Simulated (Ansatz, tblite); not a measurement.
# The cluster Al₄Sb₃+: rung by rung

How do method and basis change the picture of the cluster Al₄Sb₃+ (singlet)?

The runs use Ansatz 0.2.0, Gaussian basis; as each input shows.

The runs, in order: GFN1-xTB, GFN2-xTB, PBE-D4/def2-TZVP, r2SCAN-D4/def2-TZVP, revPBE-D4/def2-TZVP, ωB97M-V/def2-TZVP, BHLYP-D4/def2-TZVP, PBE-D4/def2-SVP, PBE0-D4/def2-SVP, CCSD(T)/def2-SVP, MP2/def2-TZVP, RPA/def2-TZVP.

2 further runs of the same task are left out: 2 set aside as unsound or not needed. Runs told in other sessions of the task aren't counted.

### 1 The geometry

The geometry is that of the singlet, from an earlier relaxation (PBE-D4/def2-SVP). At that level it is the lowest of the isomers that a small search found.

7 atoms, charge 1, spin multiplicity 1.

Bond lengths: Al1–Sb5 2.663 Å, Al1–Sb7 2.663 Å, Al2–Sb5 2.664 Å, Al2–Sb6 2.664 Å, Al3–Sb6 2.663 Å, Al3–Sb7 2.663 Å, Al4–Sb5 2.728 Å, Al4–Sb6 2.728 Å, Al4–Sb7 2.728 Å. Angles: Sb5–Al1–Sb7 119.6°, Sb5–Al2–Sb6 119.6°, Sb6–Al3–Sb7 119.6° and more.

As a file:

```xyz
7
Al4Sb3
Al    0.1488   -1.9723   -1.4219
Al   -0.4027   -0.4703    2.3574
Al   -1.3353    1.8182   -0.9193
Al    0.8235    0.3235   -0.0078
Sb    1.1585   -2.1750    1.0341
Sb   -0.5078    2.0806    1.5984
Sb    0.1149    0.3952   -2.6410
```

Sb takes a core potential in the def2 sets. No spin-orbit coupling is included. The ion is computed in the gas phase, without counter-ions or solvent.

PBE0-D4/def2-TZVP was run before; its log isn't repeated, and its numbers join the tables.

### 2 GFN1-xTB

Tight binding, by tblite at 300 K electronic temperature and without a spin-polarisation term:

```python
tblite.interface.Calculator('GFN1-xTB', numbers, positions, charge=1, uhf=0).singlepoint()
```

Energy -333.1446 eV, HOMO -12.71 eV, LUMO -11.78 eV; 0.009 s.

### 3 GFN2-xTB

Tight binding, by tblite at 300 K electronic temperature and without a spin-polarisation term:

```python
tblite.interface.Calculator('GFN2-xTB', numbers, positions, charge=1, uhf=0).singlepoint()
```

Energy -281.9786 eV, HOMO -11.89 eV, LUMO -11.60 eV; 0.018 s.

### 4 PBE-D4/def2-TZVP

start.molden holds the orbitals of an earlier run on this state, given as this run's starting guess.

Contents of in.yaml:

```yaml
crystal:
  periodic: [false, false, false]
  atoms:
    - {symbol: Al, position_ang: [0.148845, -1.972273, -1.421897]}
    - {symbol: Al, position_ang: [-0.402712, -0.470323, 2.357396]}
    - {symbol: Al, position_ang: [-1.335254, 1.818228, -0.919291]}
    - {symbol: Al, position_ang: [0.823534, 0.323503, -0.007753]}
    - {symbol: Sb, position_ang: [1.158509, -2.174964, 1.034101]}
    - {symbol: Sb, position_ang: [-0.507840, 2.080619, 1.598450]}
    - {symbol: Sb, position_ang: [0.114918, 0.395209, -2.641006]}
basis:
  gaussian: {orbitals: def2-TZVP, initial_orbitals: start.molden}
total_charge: 1
hamiltonian: {xc: pbe, dispersion: d4}
scf: {omitted_lower_state_checks: [starts]}
output: {orbitals: {seedname: orbitals}}
```

Run with:

```
$ ansatz run in.yaml --threads 4 --pin off --events-out ev --progress --plain --max-ram 4787MiB
```

Output:

```text
Functional definition: PBE
  name "PBE"
  cite "Perdew, Burke & Ernzerhof, Phys. Rev. Lett. 77, 3865 (1996) doi:10.1103/PhysRevLett.77.3865"
  parent pbe
  parameter kappa = 0.804
  parameter beta = 0.06672455060314922
  exchange = pbe_x(kappa = kappa, mu = beta*pi^2/3)
  correlation = pbe_c(beta = beta)
these checks for a lower state are left out or cut short: starts
2185 factors; their error is unknown
mean field evaluation 1: about -45985.2116 eV, gradient 1.4e1 eV
mean field evaluation 2: about -45985.3882 eV, gradient 2.6e-1 eV
mean field evaluation 4: about -45985.3670 eV, gradient 1.4e-3 eV
mean field -45985.36698727 eV, -1689.9310667807 hartree, gradient 2.1e-5 eV, S^2 0.000000; 0 other end points of the search recorded, 0 dependent functions left out
reference -45985.36702934 eV, -1689.9310683268 hartree; 60, 60 occupied and 238, 238 virtual orbitals, 2185 factors
Total energy: -45985.90923918 eV, -1689.9509941712 hartree
Checks for a lower state left out: starts
```

Run time: 5 s. Hardware: 4 threads of Arm Neoverse V2, shared host; peak memory 0.66 GiB.

Report: HOMO -8.86 eV, LUMO -7.45 eV.

### 5 r2SCAN-D4/def2-TZVP

Changes to in.yaml since step 4:

```diff
@@ -13,3 +13,3 @@
 total_charge: 1
-hamiltonian: {xc: pbe, dispersion: d4}
+hamiltonian: {xc: r2scan, dispersion: d4}
 scf: {omitted_lower_state_checks: [starts]}
```

Same command.

Output:

```text
Functional definition: r2SCAN
  name "r2SCAN"
  cite "Furness, Kaplan, Ning, Perdew & Sun, J. Phys. Chem. Lett. 11, 8208 (2020) doi:10.1021/acs.jpclett.0c02405"
  cite "Furness, Kaplan, Ning, Perdew & Sun, J. Phys. Chem. Lett. 11, 9248 (2020) doi:10.1021/acs.jpclett.0c03077"
  parent r2scan
  parameter k0 = 0.174
  parameter k1 = 0.065
  parameter a1 = 4.9479
  exchange = r2scan_x(k0 = k0, k1 = k1, a1 = a1)
  correlation = r2scan_c
these checks for a lower state are left out or cut short: starts
2185 factors; their error is unknown
mean field evaluation 1: about -46004.4964 eV, gradient 9.5e0 eV
mean field evaluation 2: about -46004.5890 eV, gradient 1.5e-1 eV
mean field evaluation 4: about -46004.5663 eV, gradient 4.7e-4 eV
mean field -46004.56628103 eV, -1690.6366278129 hartree, gradient 2.3e-5 eV, S^2 0.000000; 0 other end points of the search recorded, 0 dependent functions left out
reference -46004.56629404 eV, -1690.6366282909 hartree; 60, 60 occupied and 238, 238 virtual orbitals, 2185 factors
Total energy: -46004.67368450 eV, -1690.6405748176 hartree
Checks for a lower state left out: starts
```

It took 11 s on 4 threads of Arm Neoverse V2, shared host; peak memory 0.7 GiB.

Report: HOMO -8.97 eV, LUMO -7.48 eV.

### 6 revPBE-D4/def2-TZVP

Changes to in.yaml since step 5:

```diff
@@ -13,3 +13,3 @@
 total_charge: 1
-hamiltonian: {xc: r2scan, dispersion: d4}
+hamiltonian: {xc: {name: revPBE}, dispersion: d4}
 scf: {omitted_lower_state_checks: [starts]}
```

The command is unchanged.

Output:

```text
Functional definition: revPBE
  name "revPBE"
  cite "Zhang & Yang, Phys. Rev. Lett. 80, 890 (1998) doi:10.1103/PhysRevLett.80.890"
  cite "Perdew, Burke & Ernzerhof, Phys. Rev. Lett. 77, 3865 (1996) doi:10.1103/PhysRevLett.77.3865"
  parameter kappa = 1.245
  parameter beta = 0.06672455060314922
  exchange = pbe_x(kappa = kappa, mu = beta*pi^2/3)
  correlation = pbe_c(beta = beta)
these checks for a lower state are left out or cut short: starts
2185 factors; their error is unknown
mean field evaluation 1: about -45998.0190 eV, gradient 1.2e1 eV
mean field evaluation 2: about -45998.1378 eV, gradient 2.1e-1 eV
mean field evaluation 4: about -45998.1156 eV, gradient 1.3e-3 eV
mean field -45998.11558916 eV, -1690.3995692590 hartree, gradient 1.8e-5 eV, S^2 0.000000; 0 other end points of the search recorded, 0 dependent functions left out
reference -45998.11564157 eV, -1690.3995711852 hartree; 60, 60 occupied and 238, 238 virtual orbitals, 2185 factors
Total energy: -45999.04931469 eV, -1690.4338830393 hartree
Checks for a lower state left out: starts
```

Wall time 4.9 s (4 threads of Arm Neoverse V2, shared host); peak memory 0.65 GiB.

From the report: HOMO -8.80 eV, LUMO -7.39 eV.

### 7 ωB97M-V/def2-TZVP

Changes to in.yaml since step 6:

```diff
@@ -13,3 +13,3 @@
 total_charge: 1
-hamiltonian: {xc: {name: revPBE}, dispersion: d4}
+hamiltonian: {xc: {name: wB97M-V}}
 scf: {omitted_lower_state_checks: [starts]}
```

The command is unchanged.

Output, shortened:

```text
Functional definition: wB97M-V
  name "wB97M-V"
  cite "Mardirossian & Head-Gordon, J. Chem. Phys. 144, 214110 (2016) doi:10.1063/1.4952647"
  cite "Becke, J. Chem. Phys. 107, 8554 (1997) doi:10.1063/1.475007"
  cite "Vydrov & Van Voorhis, J. Chem. Phys. 133, 244103 (2010) doi:10.1063/1.3521275"
  # Of w^i u^j: cxij and so on, Table III.
[...]
  gx(w, u) = 1 - cx + cx01*u + cx10*w
  gss(w, u) = css00 + css04*u^4 + css10*w + css20*w^2 + css43*w^4*u^3
  gos(w, u) = cos00 + cos10*w + (cos20 + cos21*u)*w^2 + (cos60 + cos61*u)*w^6
[...]
      + integral(e_c_pw_mod_opposite_spin*gos(b97_w_opposite, b97_u_opposite)) + vv10(b, c)
[...]
2299 factors; their error is unknown
494 factors; integrals over basis functions are off by at most 1.3e-5 eV
[...]
mean field -45994.36937023 eV, -1690.2618982528 hartree, gradient 6.9e-6 eV, S^2 0.000000; 0 other end points of the search recorded, 0 dependent functions left out
reference -45994.36942076 eV, -1690.2619001096 hartree; 60, 60 occupied and 238, 238 virtual orbitals, 2299 factors
Total energy: -45994.36942076 eV, -1690.2619001096 hartree
Checks for a lower state left out: starts
```

It took 30 s on 4 threads of Arm Neoverse V2, shared host; peak memory 1.8 GiB.

From the report: HOMO -10.75 eV, LUMO -5.55 eV.

### 8 BHLYP-D4/def2-TZVP

Changes to in.yaml since step 7:

```diff
@@ -13,3 +13,3 @@
 total_charge: 1
-hamiltonian: {xc: {name: wB97M-V}}
+hamiltonian: {xc: {name: BHLYP}, dispersion: d4}
 scf: {omitted_lower_state_checks: [starts]}
```

Launched as before.

Output:

```text
Functional definition: BHLYP
  name "BHLYP"
  cite "Becke, J. Chem. Phys. 98, 1372 (1993) doi:10.1063/1.464304"
  cite "Becke, Phys. Rev. A 38, 3098 (1988) doi:10.1103/PhysRevA.38.3098"
  cite "Lee, Yang & Parr, Phys. Rev. B 37, 785 (1988) doi:10.1103/PhysRevB.37.785"
  parameter a = 0.5
  exchange = (1 - a)*b88_x + a*exact_x
  correlation = lyp_c
these checks for a lower state are left out or cut short: starts
2578 factors; their error is unknown
mean field evaluation 1: about -45991.8965 eV, gradient 1.1e1 eV
mean field evaluation 2: about -45992.0140 eV, gradient 1.9e-1 eV
mean field evaluation 4: about -45993.1179 eV, gradient 5.1e-3 eV
mean field evaluation 8: about -45993.1179 eV, gradient 2.6e-5 eV
mean field -45993.11786942 eV, -1690.2159064461 hartree, gradient 2.6e-5 eV, S^2 0.000000; 0 other end points of the search recorded, 0 dependent functions left out
reference -45993.11804475 eV, -1690.2159128895 hartree; 60, 60 occupied and 238, 238 virtual orbitals, 2578 factors
Total energy: -45994.18404578 eV, -1690.2550877047 hartree
Checks for a lower state left out: starts
```

It took 16 s on 4 threads of Arm Neoverse V2, shared host; peak memory 1.5 GiB.

HOMO -9.70 eV, LUMO -6.31 eV.

### 9 PBE-D4/def2-SVP

Changes to in.yaml since step 8:

```diff
@@ -11,5 +11,5 @@
 basis:
-  gaussian: {orbitals: def2-TZVP, initial_orbitals: start.molden}
+  gaussian: {orbitals: def2-SVP, initial_orbitals: start.molden}
 total_charge: 1
-hamiltonian: {xc: {name: BHLYP}, dispersion: d4}
+hamiltonian: {xc: pbe, dispersion: d4}
 scf: {omitted_lower_state_checks: [starts]}
```

Same command.

Output:

```text
Functional definition: PBE
  name "PBE"
  cite "Perdew, Burke & Ernzerhof, Phys. Rev. Lett. 77, 3865 (1996) doi:10.1103/PhysRevLett.77.3865"
  parent pbe
  parameter kappa = 0.804
  parameter beta = 0.06672455060314922
  exchange = pbe_x(kappa = kappa, mu = beta*pi^2/3)
  correlation = pbe_c(beta = beta)
these checks for a lower state are left out or cut short: starts
1720 factors; their error is unknown
mean field evaluation 1: about -45975.1157 eV, gradient 3.6e1 eV
mean field evaluation 2: about -45975.4579 eV, gradient 6.8e-1 eV
mean field evaluation 4: about -45975.4022 eV, gradient 4.8e-2 eV
mean field -45975.40224138 eV, -1689.5648691237 hartree, gradient 2.1e-5 eV, S^2 0.000000; 0 other end points of the search recorded, 0 dependent functions left out
reference -45975.40227899 eV, -1689.5648705060 hartree; 60, 60 occupied and 90, 90 virtual orbitals, 1720 factors
Total energy: -45975.94448884 eV, -1689.5847963505 hartree
Checks for a lower state left out: starts
```

Wall time 2.3 s (4 threads of Arm Neoverse V2, shared host).

Report: HOMO -8.96 eV, LUMO -7.53 eV.

### 10 PBE0-D4/def2-SVP

Changes to in.yaml since step 9:

```diff
@@ -13,3 +13,3 @@
 total_charge: 1
-hamiltonian: {xc: pbe, dispersion: d4}
+hamiltonian: {xc: pbe0, dispersion: d4}
 scf: {omitted_lower_state_checks: [starts]}
```

Same command.

Output:

```text
Functional definition: PBE0
  name "PBE0"
  cite "Adamo & Barone, J. Chem. Phys. 110, 6158 (1999) doi:10.1063/1.478522"
  cite "Perdew, Burke & Ernzerhof, Phys. Rev. Lett. 77, 3865 (1996) doi:10.1103/PhysRevLett.77.3865"
  parent pbe
  parameter a = 0.25
  parameter kappa = 0.804
  parameter beta = 0.06672455060314922
  exchange = (1 - a)*pbe_x(kappa = kappa, mu = beta*pi^2/3) + a*exact_x
  correlation = pbe_c(beta = beta)
these checks for a lower state are left out or cut short: starts
1634 factors; integrals over basis functions are off by at most 5.0e-4 eV
mean field evaluation 1: about -45977.8575 eV, gradient 3.4e1 eV
mean field evaluation 2: about -45978.0728 eV, gradient 4.1e-1 eV
mean field evaluation 4: about -45978.2129 eV, gradient 1.6e-3 eV
mean field -45978.21292405 eV, -1689.6681598069 hartree, gradient 3.0e-5 eV, S^2 0.000000; 0 other end points of the search recorded, 0 dependent functions left out
reference -45978.21295230 eV, -1689.6681608450 hartree; 60, 60 occupied and 90, 90 virtual orbitals, 1634 factors
Total energy: -45978.69204009 eV, -1689.6857669966 hartree
Checks for a lower state left out: starts
```

Wall time 3.8 s (4 threads of Arm Neoverse V2, shared host).

From the report: HOMO -9.50 eV, LUMO -7.08 eV.

### 11 CCSD(T)/def2-SVP

Changes to in.yaml since step 10:

```diff
@@ -13,3 +13,3 @@
 total_charge: 1
-hamiltonian: {xc: pbe0, dispersion: d4}
+correlation: {method: ccsd_t}
 scf: {omitted_lower_state_checks: [starts]}
```

Launched as before.

Output, shortened:

```text
Functional definition: HF
  name "HF"
  cite "Fock, Z. Phys. 61, 126 (1930) doi:10.1007/BF01340294"
  parent pbe
[...]
1634 factors; integrals over basis functions are off by at most 5.0e-4 eV
[...]
mean field -45851.31650183 eV, -1685.0048023037 hartree, gradient 1.1e-6 eV, S^2 0.000000; 0 other end points of the search recorded, 0 dependent functions left out; unrestricted orbitals would lower it
32 core orbitals not correlated: weight in the atoms' cores, before any rotation towards them, 1.000 or more for the frozen orbitals, at most 0.000 for the correlated occupied ones
reference -45851.31650183 eV, -1685.0048023037 hartree; 28, 28 occupied and 90, 90 virtual orbitals, 1634 factors
second order -16.54750375 eV of doubles, -0.00000000 eV of singles
cycle   1  -15.51324222 eV  change     1.0e0 eV  update   2.4e-1
[...]
cycle  11  -16.56233045 eV  change    3.5e-5 eV  update   6.4e-5
perturbative correction -1.43219137 eV, -0.0526320620 hartree
Total energy: -45869.31102365 eV, -1685.6660887833 hartree
Checks for a lower state left out: starts
```

Wall time 32 s (4 threads of Arm Neoverse V2, shared host); peak memory 1.2 GiB.

Report: Hartree-Fock HOMO -10.14 eV, LUMO -4.75 eV; T1 0.020. Doubts: restricted state is unstable towards broken spin symmetry.

### 12 MP2/def2-TZVP

Changes to in.yaml since step 11:

```diff
@@ -11,5 +11,5 @@
 basis:
-  gaussian: {orbitals: def2-SVP, initial_orbitals: start.molden}
+  gaussian: {orbitals: def2-TZVP, initial_orbitals: start.molden}
 total_charge: 1
-correlation: {method: ccsd_t}
+correlation: {method: mp2}
 scf: {omitted_lower_state_checks: [starts]}
```

The command is unchanged.

Output, shortened:

```text
Functional definition: HF
  name "HF"
  cite "Fock, Z. Phys. 61, 126 (1930) doi:10.1007/BF01340294"
  parent pbe
[...]
2314 factors; integrals over basis functions are off by at most 7.8e-4 eV
[...]
mean field -45861.15333093 eV, -1685.3662991055 hartree, gradient 1.9e-6 eV, S^2 0.000000; 0 other end points of the search recorded, 0 dependent functions left out; unrestricted orbitals would lower it
[...]
32 core orbitals not correlated: weight in the atoms' cores, before any rotation towards them, 1.000 or more for the frozen orbitals, at most 0.000 for the correlated occupied ones
reference -45861.15333093 eV, -1685.3662991055 hartree; 28, 28 occupied and 238, 238 virtual orbitals, 2314 factors
second order -36.71815298 eV of doubles, -0.00000000 eV of singles
Total energy: -45897.87148391 eV, -1686.7156663391 hartree
Checks for a lower state left out: starts
```

It took 13 s on 4 threads of Arm Neoverse V2, shared host; peak memory 1.3 GiB.

Hartree-Fock HOMO -10.05 eV, LUMO -4.63 eV. Doubts: restricted state is unstable towards broken spin symmetry.

### 13 RPA/def2-TZVP

Changes to in.yaml since step 12:

```diff
@@ -13,4 +13,4 @@
 total_charge: 1
-correlation: {method: mp2}
+hamiltonian: {xc: pbe}
+correlation: {method: rpa}
 scf: {omitted_lower_state_checks: [starts]}
-output: {orbitals: {seedname: orbitals}}
```

Same command.

Output, shortened:

```text
Functional definition: PBE
  name "PBE"
  cite "Perdew, Burke & Ernzerhof, Phys. Rev. Lett. 77, 3865 (1996) doi:10.1103/PhysRevLett.77.3865"
  parent pbe
[...]
2314 factors; integrals over basis functions are off by at most 7.8e-4 eV
[...]
mean field -45985.36698113 eV, -1689.9310665552 hartree, gradient 9.9e-6 eV, S^2 0.000000; 0 other end points of the search recorded, 0 dependent functions left out
32 core orbitals not correlated: weight in the atoms' cores, before any rotation towards them, 1.000 or more for the frozen orbitals, at most 0.000 for the correlated occupied ones
reference -45858.74388058 eV, -1685.2777534384 hartree; 28, 28 occupied and 238, 238 virtual orbitals, 2314 factors
Total energy: -45909.00937561 eV, -1687.1249763094 hartree
Checks for a lower state left out: starts
```

It took 16 s on 4 threads of Arm Neoverse V2, shared host; peak memory 1.3 GiB.

### 14 Levels side by side

```
              level  functions  HOMO (eV)  LUMO (eV)  gap (eV)   time
    PBE-D4/def2-SVP        150      -8.96      -7.53      1.43  2.3 s
   PBE-D4/def2-TZVP        298      -8.86      -7.45      1.41    5 s
revPBE-D4/def2-TZVP        298      -8.80      -7.39      1.41  4.9 s
r2SCAN-D4/def2-TZVP        298      -8.97      -7.48      1.49   11 s
   PBE0-D4/def2-SVP        150      -9.50      -7.08      2.42  3.8 s
  PBE0-D4/def2-TZVP        298      -9.40      -6.98      2.42   20 s
 BHLYP-D4/def2-TZVP        298      -9.70      -6.31      3.39   16 s
  ωB97M-V/def2-TZVP        298     -10.75      -5.55      5.20   30 s
```

The pieces so far (eV):

```
    basis           HF  MP2 correlation  CCSD correlation      (T)              total
 def2-SVP  -45851.3165         -16.5475          -16.5623  -1.4322        -45869.3110
def2-TZVP  -45861.1533         -36.7182                             -45897.8715 (MP2)
```

The correlation energy is far from converged in these sets, so it jumps between bases; where outer-core shells are correlated, the sets cover them unevenly.

### 15 Summary of results

| quantity | value |
| --- | --- |
| gap in def2-TZVP, named functionals, smallest and largest | 1.41 eV (revPBE-D4), 5.20 eV (ωB97M-V) |
| correlation energy, CCSD(T)/def2-SVP | -17.99 eV |
| correlation energy, MP2/def2-TZVP | -36.72 eV |
| PBE0 total energy, smallest basis above largest | 9.83 eV (def2-SVP, def2-TZVP) |

What this shows: Orbital gaps of the named functionals in def2-TZVP span 1.41 eV (revPBE-D4) to 5.20 eV (ωB97M-V); exact exchange widens it.

The slowest run with a step of its own, CCSD(T)/def2-SVP, took 32 s; the quickest functional in def2-TZVP took 4.9 s (shared host).
